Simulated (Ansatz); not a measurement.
# SnO2: a tetragonal deformation path

This session takes SnO2 and sets out to follow a tetragonal deformation at fixed volume.

Method: DFT LDA, scalar-relativistic, plane waves, PAW, in Ansatz 0.2.0.

### Step 1. Starting point

Symmetry: I4_1/amd, No. 141, tetragonal system. Conventional cell: a = 3.972 Å, b = 3.972 Å, c = 10.180 Å, α = 90.00°, β = 90.00°, γ = 90.00°. Sn (site symmetry -4m2) has 6 O at 2.04 to 2.07 Å as nearest neighbours. O (site symmetry 2mm) is surrounded by 3 Sn at 2.04 to 2.07 Å.

Coordinates:

```xyz
6
Lattice="-1.9861 1.9861 5.0902 1.9861 -1.9861 5.0902 1.9861 1.9861 -5.0902" Properties=species:S:1:pos:R:3 pbc="T T T"
Sn    0.0000    1.9861    2.5451
Sn    0.0000    0.0000    0.0000
O     0.0000    0.0000    8.1137
O     0.0000    1.9861    4.6117
O     0.0000    0.0000    2.0666
O     0.0000    1.9861    0.4785
```

It goes back to an entry of the Materials Project, which need not be the stable form.

It is the result of an earlier relaxation at this level (volume 13.39 Å³/atom; gap on the mesh: 1.73 eV).

### Step 2. Zero of the scan

Input file input.yaml:

```yaml
crystal:
  lattice:
    - [-1.9861130355, 1.9861130355, 5.0901677926]
    - [1.9861130355, -1.9861130355, 5.0901677926]
    - [1.9861130355, 1.9861130355, -5.0901677926]
  atoms:
    - { symbol: Sn, position: [0.75, 0.25, 0.5] }
    - { symbol: Sn, position: [0.0, 0.0, 0.0] }
    - { symbol: O, position: [0.7969975836, 0.7969975836, 0.0] }
    - { symbol: O, position: [0.9530024164, 0.4530024164, 0.5] }
    - { symbol: O, position: [0.2030024164, 0.2030024164, 0.0] }
    - { symbol: O, position: [0.5469975836, 0.0469975836, 0.5] }
basis:
  ecutwfc: 420
kpoints:
  mp_grid: { grid: [10, 10, 10] }
hamiltonian:
  xc: lda
scf:
  occupations: { method: gaussian, width: 0.05 }
output:
  forces: true
  stress: true
  eigenvalues: true
```

Run with:

```sh
$ ansatz run input.yaml --threads 1 --pin off --max-ram 2560MiB --backend cpu --events-out ev --progress --plain --runs-dir out
```

### Step 3. The scan: a tetragonal deformation path

At fixed volume and fractional coordinates, lengths along (0.000, 0.000, 1.000) are scaled against those across it; ρ is that ratio over its starting value.

### Step 4. ρ = 0.850

input.yaml, as its differences from that of step 2:

```diff
@@ -2,5 +2,5 @@
   lattice:
-    - [-1.9861130355, 1.9861130355, 5.0901677926]
-    - [1.9861130355, -1.9861130355, 5.0901677926]
-    - [1.9861130355, 1.9861130355, -5.0901677926]
+    - [-2.0966743711, 2.0966743711, 4.5674946693]
+    - [2.0966743711, -2.0966743711, 4.5674946693]
+    - [2.0966743711, 2.0966743711, -4.5674946693]
   atoms:
```

### Step 5. ρ = 1.200

input.yaml, as its differences from that of step 4:

```diff
@@ -2,5 +2,5 @@
   lattice:
-    - [-2.0966743711, 2.0966743711, 4.5674946693]
-    - [2.0966743711, -2.0966743711, 4.5674946693]
-    - [2.0966743711, 2.0966743711, -4.5674946693]
+    - [-1.8690039238, 1.8690039238, 5.7480375431]
+    - [1.8690039238, -1.8690039238, 5.7480375431]
+    - [1.8690039238, 1.8690039238, -5.7480375431]
   atoms:
@@ -24 +24,5 @@
   eigenvalues: true
+  write_density: true
+  write_potential: true
+  elf: true
+  volumetric_format: npy
```

### Step 6. ρ = 0.920

input.yaml, as its differences from that of step 5:

```diff
@@ -2,5 +2,5 @@
   lattice:
-    - [-1.8690039238, 1.8690039238, 5.7480375431]
-    - [1.8690039238, -1.8690039238, 5.7480375431]
-    - [1.8690039238, 1.8690039238, -5.7480375431]
+    - [-2.0420890945, 2.0420890945, 4.8149374566]
+    - [2.0420890945, -2.0420890945, 4.8149374566]
+    - [2.0420890945, 2.0420890945, -4.8149374566]
   atoms:
@@ -24,5 +24 @@
   eigenvalues: true
-  write_density: true
-  write_potential: true
-  elf: true
-  volumetric_format: npy
```

### Step 7. At ρ = 1.100

input.yaml, as its differences from that of step 6:

```diff
@@ -2,5 +2,5 @@
   lattice:
-    - [-2.0420890945, 2.0420890945, 4.8149374566]
-    - [2.0420890945, -2.0420890945, 4.8149374566]
-    - [2.0420890945, 2.0420890945, -4.8149374566]
+    - [-1.9240059028, 1.9240059028, 5.4240941853]
+    - [1.9240059028, -1.9240059028, 5.4240941853]
+    - [1.9240059028, 1.9240059028, -5.4240941853]
   atoms:
```

### Step 8. Point ρ = 0.960

input.yaml, as its differences from that of step 7:

```diff
@@ -2,5 +2,5 @@
   lattice:
-    - [-1.9240059028, 1.9240059028, 5.4240941853]
-    - [1.9240059028, -1.9240059028, 5.4240941853]
-    - [1.9240059028, 1.9240059028, -5.4240941853]
+    - [-2.0133234447, 2.0133234447, 4.953508593]
+    - [2.0133234447, -2.0133234447, 4.953508593]
+    - [2.0133234447, 2.0133234447, -4.953508593]
   atoms:
```

### Step 9. Point ρ = 1.050

input.yaml, as its differences from that of step 8:

```diff
@@ -2,5 +2,5 @@
   lattice:
-    - [-2.0133234447, 2.0133234447, 4.953508593]
-    - [2.0133234447, -2.0133234447, 4.953508593]
-    - [2.0133234447, 2.0133234447, -4.953508593]
+    - [-1.9540733516, 1.9540733516, 5.2584566507]
+    - [1.9540733516, -1.9540733516, 5.2584566507]
+    - [1.9540733516, 1.9540733516, -5.2584566507]
   atoms:
@@ -24 +24,5 @@
   eigenvalues: true
+  write_density: true
+  write_potential: true
+  elf: true
+  volumetric_format: npy
```

### Step 10. Point ρ = 0.800

input.yaml, as its differences from that of step 9:

```diff
@@ -2,5 +2,5 @@
   lattice:
-    - [-1.9540733516, 1.9540733516, 5.2584566507]
-    - [1.9540733516, -1.9540733516, 5.2584566507]
-    - [1.9540733516, 1.9540733516, -5.2584566507]
+    - [-2.139475411, 2.139475411, 4.3865736282]
+    - [2.139475411, -2.139475411, 4.3865736282]
+    - [2.139475411, 2.139475411, -4.3865736282]
   atoms:
@@ -24,5 +24 @@
   eigenvalues: true
-  write_density: true
-  write_potential: true
-  elf: true
-  volumetric_format: npy
```

### Step 11. ρ = 1.300

input.yaml, as its differences from that of step 10:

```diff
@@ -2,5 +2,5 @@
   lattice:
-    - [-2.139475411, 2.139475411, 4.3865736282]
-    - [2.139475411, -2.139475411, 4.3865736282]
-    - [2.139475411, 2.139475411, -4.3865736282]
+    - [-1.8197965795, 1.8197965795, 6.0630944485]
+    - [1.8197965795, -1.8197965795, 6.0630944485]
+    - [1.8197965795, 1.8197965795, -6.0630944485]
   atoms:
@@ -24 +24,5 @@
   eigenvalues: true
+  write_density: true
+  write_potential: true
+  elf: true
+  volumetric_format: npy
```

(Steps that only read results are left out.)

What does the calculation give? Wanted: highest point.

As calculated:

| quantity | value |
| --- | --- |
| highest point | 444.0 meV/atom at ρ = 0.800 |

**Reading.** The undisturbed cell stays the lowest of the sampled points. No sampled point inside the path is a dip, apart from those named. The gap on the mesh stays between 1.49 and 2.95 eV.
